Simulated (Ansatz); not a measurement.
# H₄HfO₃S: small, medium and large basis sets

An exercise on one series of results from a longer session: the logs are not shown, and one member is left open.

Computed with Ansatz 0.2.0, Gaussian basis. Level: one geometry, several basis sets.

Levels to be run: PBE0-D4/def2-SVP; ωB97M-V/def2-SVP; PBE0-D4/def2-QZVPP; ωB97M-V/def2-QZVPP; the functionals' def2-TZVPP values are taken from earlier runs.

## The relaxed structure

An earlier PBE0-D4 in a triple-zeta def2 set relaxation fixed the geometry. Hf takes the def2 core potential; no spin-orbit term is included.

SMILES `[OH][Hf]([OH])([OH])[SH]`, 9 atoms, charge 0, spin multiplicity 1.

Atoms are counted from 1 here; the program's logs count them from 0.

Bond lengths: O1–Hf2 1.920 Å, O1–H6 0.951 Å, Hf2–O3 1.922 Å, Hf2–O4 1.916 Å, Hf2–S5 2.478 Å, O3–H7 0.951 Å, O4–H8 0.952 Å, S5–H9 1.346 Å. Angles: Hf2–O1–H6 160.1°, O1–Hf2–O3 108.7°, O1–Hf2–O4 113.0°, O1–Hf2–S5 109.2°, O3–Hf2–O4 111.4°, O3–Hf2–S5 109.8°, O4–Hf2–S5 104.6°, Hf2–O3–H7 158.4°, Hf2–O4–H8 160.9°, Hf2–S5–H9 92.4°.

Coordinates:

```mol
H4HfO3S
  3D, bonds by distance, orders not assigned

  9  8  0  0  0  0  0  0  0  0999 V2000
   -1.1624    0.2025    1.4516 O   0  0
   -0.0242   -0.1256   -0.0601 Hf  0  0
    1.8068    0.0080    0.5079 O   0  0
   -0.3732   -1.8071   -0.9102 O   0  0
   -0.4843    1.5681   -1.8090 S   0  0
   -1.4334    0.3587    2.3499 H   0  0
    2.7490   -0.1224    0.4937 H   0  0
   -0.7382   -2.6688   -1.0832 H   0  0
   -0.3402    2.5866   -0.9407 H   0  0
  1  2  8  0
  2  3  8  0
  2  4  8  0
  2  5  8  0
  1  6  8  0
  3  7  8  0
  4  8  8  0
  5  9  8  0
M  END
```

The first run:

in.yaml reads:

```yaml
crystal:
  periodic: [false, false, false]
  atoms:
    - {symbol: O, position_ang: [-1.162373, 0.202492, 1.451601]}
    - {symbol: Hf, position_ang: [-0.024201, -0.125584, -0.060086]}
    - {symbol: O, position_ang: [1.806756, 0.008020, 0.507873]}
    - {symbol: O, position_ang: [-0.373226, -1.807103, -0.910171]}
    - {symbol: S, position_ang: [-0.484250, 1.568084, -1.808972]}
    - {symbol: H, position_ang: [-1.433364, 0.358687, 2.349937]}
    - {symbol: H, position_ang: [2.749001, -0.122382, 0.493729]}
    - {symbol: H, position_ang: [-0.738177, -2.668813, -1.083186]}
    - {symbol: H, position_ang: [-0.340186, 2.586590, -0.940734]}
basis:
  gaussian: {orbitals: def2-SVP}
hamiltonian: {xc: pbe0, dispersion: d4}
output: {orbitals: {seedname: orbitals}}
```

Steps of the session up to this table: PBE0-D4 in def2-SVP; ωB97M-V in def2-SVP; PBE0-D4 in def2-QZVPP; ωB97M-V in def2-QZVPP.

One table of the session follows, with a row left open; its other results are not shown here.

It belongs to the step «Functionals by basis». 

```
functional       basis  HOMO (eV)
   PBE0-D4    def2-SVP      -6.83
   PBE0-D4  def2-TZVPP      -6.98
   PBE0-D4  def2-QZVPP      -7.03
   ωB97M-V    def2-SVP          ?
   ωB97M-V  def2-TZVPP      -9.15
   ωB97M-V  def2-QZVPP      -9.21
```

**Question.** Estimate the row for ωB97M-V, def2-SVP.

As computed: HOMO (eV): -8.96. In the column «HOMO (eV)» it lies between ωB97M-V, def2-TZVPP (-9.15) and PBE0-D4, def2-QZVPP (-7.03).
